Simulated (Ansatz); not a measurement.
# GdTl: the cost of one run

Program: Ansatz 0.2.0. Level of theory: DFT LDA, with the methods named in each step. These are calculated values, not measurements.

**1. The system as given**

The structure is cubic, space group Pm-3m (No. 221). Conventional cell: a = 3.814 Å, b = 3.814 Å, c = 3.814 Å, α = 90.00°, β = 90.00°, γ = 90.00°. Gd (site symmetry m-3m) has 8 Tl at 3.30 Å as nearest neighbours. Tl (site symmetry m-3m) is surrounded by 8 Gd at 3.30 Å.

Structure file:

```cif
data_structure
_symmetry_space_group_name_H-M 'P 1'
_symmetry_Int_Tables_number 1
_cell_length_a 5.3932
_cell_length_b 3.8136
_cell_length_c 5.3932
_cell_angle_alpha 90.000
_cell_angle_beta 90.000
_cell_angle_gamma 90.000
_cell_volume 110.92
loop_
_atom_site_label
_atom_site_type_symbol
_atom_site_fract_x
_atom_site_fract_y
_atom_site_fract_z
_atom_site_occupancy
Gd1 Gd 0.00000 0.00000 0.00000 1
Gd2 Gd 0.50000 0.00000 0.50000 1
Tl1 Tl 0.50000 0.50000 0.00000 1
Tl2 Tl 0.00000 0.50000 0.50000 1
```

Elk's input and logs are in atomic units (hartree, bohr).

Atoms are numbered in the order of the input: Gd1, Gd2, Tl3, Tl4.

**2. Collinear moments without spin-orbit coupling, PAW**

Contents of input.yaml:

```yaml
crystal:
  lattice:
    - [0.0, 3.81356485, 3.81356485]
    - [3.81356485, 0.0, 0.0]
    - [0.0, 3.81356485, -3.81356485]
  atoms:
    - { symbol: Gd, position: [0.0, 0.0, 0.0], spin: 7.0 }
    - { symbol: Gd, position: [0.5, 0.0, 0.5], spin: -7.0 }
    - { symbol: Tl, position: [0.5, 0.5, 0.0] }
    - { symbol: Tl, position: [0.0, 0.5, 0.5] }
magnetization:
  spin_polarized: true
kpoints:
  mp_grid: { grid: [6, 8, 6] }
scf:
  occupations: { method: fermi_dirac, width: 0.025 }
  lower_state_search: "off"
hamiltonian:
  xc: lda
  pseudopotentials: { kind: paw }
output:
  forces: true
  stress: true
  eigenvalues: true
  write_density: true
  write_potential: true
  elf: true
  volumetric_format: npy
```

Run with:

```bash
$ ansatz run input.yaml --threads 2 --pin off --max-ram 6144MiB --backend cpu --events-out ev --progress --plain --runs-dir out
```

Q: Estimate wall time and peak memory on 2 threads of Arm Neoverse V1, shared host.

About 18 s, with a peak of 0.61 GiB.
